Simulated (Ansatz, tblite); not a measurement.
# ZnMeCl (CH₃ClZn): removing and adding an electron

An exercise on one series of results from a longer session: the logs are not shown, and one member is left open.

The runs use Ansatz 0.2.0, Gaussian basis; as each input shows.

Plan: charge +1 doublet, at the geometry of the singlet (PBE0-D4/def2-TZVP, PBE-D4/def2-TZVP, r2SCAN-D4/def2-TZVP, CCSD(T)/def2-TZVPP); charge -1 doublet, at the geometry of the singlet (PBE0-D4/def2-TZVPD, PBE-D4/def2-TZVPD, r2SCAN-D4/def2-TZVPD); the starting singlet's energies come from earlier runs.

## The structure

The singlet was relaxed beforehand with B3LYP-D4/def2-TZVP.

6 atoms, charge 0, spin multiplicity 1.

Atoms are counted from 1 here; the program's logs count them from 0.

Bond lengths: Zn1–C2 1.939 Å, Zn1–Cl6 2.125 Å, C2–H3 1.090 Å, C2–H4 1.090 Å, C2–H5 1.090 Å. Angles: C2–Zn1–Cl6 179.9°, Zn1–C2–H3 110.2°, Zn1–C2–H4 110.1°, Zn1–C2–H5 110.1°, H3–C2–H4 108.8°, H3–C2–H5 108.8°, H4–C2–H5 108.8°.

The first run:

File in.yaml:

```yaml
crystal:
  periodic: [false, false, false]
  atoms:
    - {symbol: Zn, position_ang: [-0.005890, 0.004113, -1.125808]}
    - {symbol: C, position_ang: [0.003687, -0.001354, 0.813022]}
    - {symbol: H, position_ang: [-0.446502, 0.915711, 1.193457]}
    - {symbol: H, position_ang: [1.027170, -0.070456, 1.182154]}
    - {symbol: H, position_ang: [-0.563652, -0.853633, 1.187624]}
    - {symbol: Cl, position_ang: [-0.014803, 0.005620, -3.250449]}
basis:
  gaussian: {orbitals: def2-SVP}
total_charge: 1
magnetization: {spin_polarized: true, initial_magnetization: 1}
hamiltonian: {xc: pbe0, dispersion: d4}
output: {orbitals: {seedname: orbitals}}
```

Started as:

```bash
$ ansatz run in.yaml --threads 4 --pin off --events-out ev --progress --plain --max-ram 3916MiB
```

Among the steps run: Charge +1 doublet at the fixed geometry, first pass, PBE0-D4/def2-SVP; Charge +1 doublet at the fixed geometry, PBE0-D4/def2-TZVP; Charge +1 doublet at the fixed geometry, PBE-D4/def2-TZVP; Charge +1 doublet at the fixed geometry, r2SCAN-D4/def2-TZVP; Charge +1 doublet at the fixed geometry, CCSD(T)/def2-TZVPP.

One of the session's tables, all rows but one given; the rest of the session is left out.

It belongs to the step «Vertical ionisation energy». 

```
             method  vertical ionisation energy (eV)
      HF/def2-TZVPP                                ?
   PBE-D4/def2-TZVP                            10.48
r2SCAN-D4/def2-TZVP                            10.57
  PBE0-D4/def2-TZVP                            10.71
     MP2/def2-TZVPP                            10.99
    CCSD/def2-TZVPP                            10.73
 CCSD(T)/def2-TZVPP                            10.79
```

Estimate the missing values for HF/def2-TZVPP.

**Answer.** vertical ionisation energy (eV): 9.56. In the column «vertical ionisation energy (eV)» it is the lowest.
